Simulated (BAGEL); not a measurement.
# CH3ClF2Si (SMILES C[Si](F)(F)Cl) at HF/def2-SVP (density fitting with qzvpp-jkfit)

What is the vertical ionisation energy of CH3ClF2Si at HF/def2-SVP (density fitting with qzvpp-jkfit)? 

The calculation is run with BAGEL 1.2.2.

5 further runs of the same task are left out: 3 that didn't finish, 2 set aside as unsound or not needed.

**1. Starting point**

CH3ClF2Si has 8 atoms, charge 0, and is taken as a singlet. As SMILES, `C[Si](F)(F)Cl`. The coordinates come from a PBE0-D4/def2-TZVP relaxation.

Bond lengths: C1–Si2 1.832 Å, Si2–F3 1.582 Å, Si2–F4 1.582 Å, Si2–Cl5 2.029 Å, C1–H6 1.092 Å, C1–H7 1.092 Å, C1–H8 1.091 Å. Some angles: C1–Si2–F3 111.0°, C1–Si2–F4 111.0°, C1–Si2–Cl5 112.6°, F3–Si2–F4 106.6°, F3–Si2–Cl5 107.7°, F4–Si2–Cl5 107.8°, Si2–C1–H6 110.1°, Si2–C1–H7 110.4°, Si2–C1–H8 110.4°, H6–C1–H7 108.6°.

**2. A single-point energy at HF/def2-SVP (density fitting with qzvpp-jkfit)**

Input file hf.json:

```json
{ "bagel" : [

{
  "title" : "molecule",
  "basis" : "svp",
  "df_basis" : "qzvpp-jkfit",
  "angstrom" : true,
  "geometry" : [
    { "atom" : "C", "xyz" : [      -0.808500,      -0.299000,       0.512200 ] },
    { "atom" : "Si", "xyz" : [       0.690600,       0.151400,      -0.439200 ] },
    { "atom" : "F", "xyz" : [       1.987000,      -0.472300,       0.219100 ] },
    { "atom" : "F", "xyz" : [       0.616200,      -0.415600,      -1.914200 ] },
    { "atom" : "Cl", "xyz" : [       0.963100,       2.158500,      -0.560900 ] },
    { "atom" : "H", "xyz" : [      -0.917100,      -1.385400,       0.549800 ] },
    { "atom" : "H", "xyz" : [      -0.740200,       0.080400,       1.533400 ] },
    { "atom" : "H", "xyz" : [      -1.698800,       0.124800,       0.044100 ] }
  ]
},

{ "title" : "hf" },

{ "title" : "print", "file" : "orbitals.molden", "orbitals" : true }

]}
```

Launch:

```sh
$ BAGEL_NUM_THREADS=1 BAGEL hf.json > hf.out
```

The log of the run:

```text
* using 1 threads per process

  ===============================================================
  ===============================================================

  *** Geometry ***

  { "atom" : "C", "xyz" : [     -1.527844,     -0.565028,      0.967918 ] },
  { "atom" : "Si", "xyz" : [      1.305045,      0.286105,     -0.829968 ] },
  { "atom" : "F", "xyz" : [      3.754886,     -0.892518,      0.414039 ] },
  { "atom" : "F", "xyz" : [      1.164449,     -0.785370,     -3.617314 ] },
  { "atom" : "Cl", "xyz" : [      1.819995,      4.078974,     -1.059947 ] },
  { "atom" : "H", "xyz" : [     -1.733068,     -2.618027,      1.038971 ] },
  { "atom" : "H", "xyz" : [     -1.398775,      0.151934,      2.897706 ] },
  { "atom" : "H", "xyz" : [     -3.210267,      0.235838,      0.083337 ] },

  Number of auxiliary basis functions:      539

  Since a DF basis is specified, we compute 2- and 3-index integrals:
    o Being stored without compression. Storage requirement is 0.037 GB

  Number of basis functions:       93
  Number of electrons      :       58

    * METHOD: MOLECULE                             0.43

  *** RHF ***

  === Nuclear Repulsion ===
   314.8409167045

      * DIIS with orbital gradients will be used.

  === RHF iteration (svp) ===
      0       -986.46108435          0.01850308           0.18
      1       -986.62574797          0.01084016           0.12
      2       -986.69667318          0.00116684           0.13
      3       -986.69771965          0.00040911           0.12
      4       -986.69783619          0.00004492           0.12
      5       -986.69783849          0.00000932           0.12
      6       -986.69783861          0.00000282           0.12
      7       -986.69783861          0.00000066           0.12
      8       -986.69783862          0.00000021           0.22
      9       -986.69783862          0.00000006           0.25
     10       -986.69783862          0.00000002           0.13
     11       -986.69783862          0.00000001           0.12
    * SCF iteration converged.

    * Permanent dipole moment:
           (    0.811830,     0.134402,    -0.517821) a.u.

    * METHOD: HF                                   2.06

    * METHOD: PRINT                                0.02

  ===============================================================
```

It took 2.8 s on 1 thread of Intel Xeon Platinum 8259CL at 2.50GHz (Skylake/Cascade Lake), shared host; peak memory 0.15 GiB.

**3. The doublet cation, same level**

Input file input.json:

```json
{ "bagel" : [

{
  "title" : "molecule",
  "basis" : "svp",
  "df_basis" : "qzvpp-jkfit",
  "angstrom" : true,
  "geometry" : [
    { "atom" : "C", "xyz" : [   -0.808500,   -0.299000,    0.512200 ] },
    { "atom" : "Si", "xyz" : [    0.690600,    0.151400,   -0.439200 ] },
    { "atom" : "F", "xyz" : [    1.987000,   -0.472300,    0.219100 ] },
    { "atom" : "F", "xyz" : [    0.616200,   -0.415600,   -1.914200 ] },
    { "atom" : "Cl", "xyz" : [    0.963100,    2.158500,   -0.560900 ] },
    { "atom" : "H", "xyz" : [   -0.917100,   -1.385400,    0.549800 ] },
    { "atom" : "H", "xyz" : [   -0.740200,    0.080400,    1.533400 ] },
    { "atom" : "H", "xyz" : [   -1.698800,    0.124800,    0.044100 ] }
  ]
},
{
  "title" : "uhf",
  "charge" : 1,
  "nopen" : 1
},
{
  "title" : "print",
  "file" : "orbitals.molden",
  "orbitals" : true
}

]}
```

Launch:

```sh
$ BAGEL_NUM_THREADS=1 BAGEL input.json > input.out
```

The log of the run:

```text
* using 1 threads per process

  ===============================================================
  ===============================================================

  *** Geometry ***

  { "atom" : "C", "xyz" : [     -1.527844,     -0.565028,      0.967918 ] },
  { "atom" : "Si", "xyz" : [      1.305045,      0.286105,     -0.829968 ] },
  { "atom" : "F", "xyz" : [      3.754886,     -0.892518,      0.414039 ] },
  { "atom" : "F", "xyz" : [      1.164449,     -0.785370,     -3.617314 ] },
  { "atom" : "Cl", "xyz" : [      1.819995,      4.078974,     -1.059947 ] },
  { "atom" : "H", "xyz" : [     -1.733068,     -2.618027,      1.038971 ] },
  { "atom" : "H", "xyz" : [     -1.398775,      0.151934,      2.897706 ] },
  { "atom" : "H", "xyz" : [     -3.210267,      0.235838,      0.083337 ] },

  Number of auxiliary basis functions:      539

  Since a DF basis is specified, we compute 2- and 3-index integrals:
    o Being stored without compression. Storage requirement is 0.037 GB

  Number of basis functions:       93
  Number of electrons      :       58

    * METHOD: MOLECULE                             0.53

  *** Open-shell HF ***

  === Nuclear Repulsion ===
   314.8409167045

      * DIIS with orbital gradients will be used.

  === UHF iteration (svp) ===
      0       -985.99290606          0.03817359           0.34
      1       -986.16990590          0.02406833           0.30
      2       -986.22828190          0.01477970           0.36
      3       -986.26345082          0.00125985           0.39
      4       -986.26506589          0.00076895           0.26
      5       -986.26625970          0.00067386           0.26
      6       -986.26766494          0.00044790           0.25
      7       -986.26846499          0.00034265           0.26
      8       -986.26903369          0.00024061           0.28
      9       -986.26933749          0.00019577           0.33
     10       -986.26945279          0.00015214           0.29
     11       -986.26948053          0.00006370           0.26
     12       -986.26948783          0.00001532           0.38
     13       -986.26948979          0.00000740           0.45
     14       -986.26949060          0.00000324           0.26
     15       -986.26949078          0.00000170           0.26
     16       -986.26949084          0.00000065           0.27
     17       -986.26949084          0.00000030           0.27
     18       -986.26949084          0.00000020           0.25
     19       -986.26949084          0.00000014           0.25
     20       -986.26949084          0.00000010           0.27
     21       -986.26949085          0.00000006           0.26
     22       -986.26949084          0.00000003           0.27
     23       -986.26949084          0.00000002           0.26
     24       -986.26949084          0.00000002           0.26
     25       -986.26949084          0.00000002           0.27
     26       -986.26949085          0.00000002           0.27
     27       -986.26949085          0.00000002           0.29
     28       -986.26949084          0.00000001           0.36
     29       -986.26949085          0.00000001           0.29
     30       -986.26949084          0.00000001           0.33
     31       -986.26949085          0.00000001           0.26
    * SCF iteration converged.

    * S^2 (UHF) is 0.7581

    * Permanent dipole moment:
           (    0.757352,    -1.781975,    -0.533745) a.u.

    * METHOD: UHF                                  9.75

    * METHOD: PRINT                                0.02

  ===============================================================
```

Run time: 11 s. Hardware: 1 thread of Intel Xeon Platinum 8259CL at 2.50GHz (Skylake/Cascade Lake), shared host; peak memory 0.15 GiB.

**4. Results**

Level: HF/def2-SVP (density fitting with qzvpp-jkfit).

```
                                          quantity          value
                   singlet CH3ClF2Si: total energy  -986.69784 Eh
                  singlet CH3ClF2Si: dipole moment         2.47 D
                    singlet CH3ClF2Si: HOMO energy      -13.00 eV
                    singlet CH3ClF2Si: LUMO energy        4.32 eV
                  singlet CH3ClF2Si: HOMO–LUMO gap       17.32 eV
                      doublet cation: total energy  -986.26949 Eh
                              doublet cation: ⟨S²⟩          0.758
vertical ionisation energy (to the doublet cation)      11.656 eV
```

**Reading.** The vertical ionisation energy comes to 11.66 eV (269 kcal/mol). The negative HOMO energy of the first species, 13.00 eV, lies 1.35 eV above that difference.
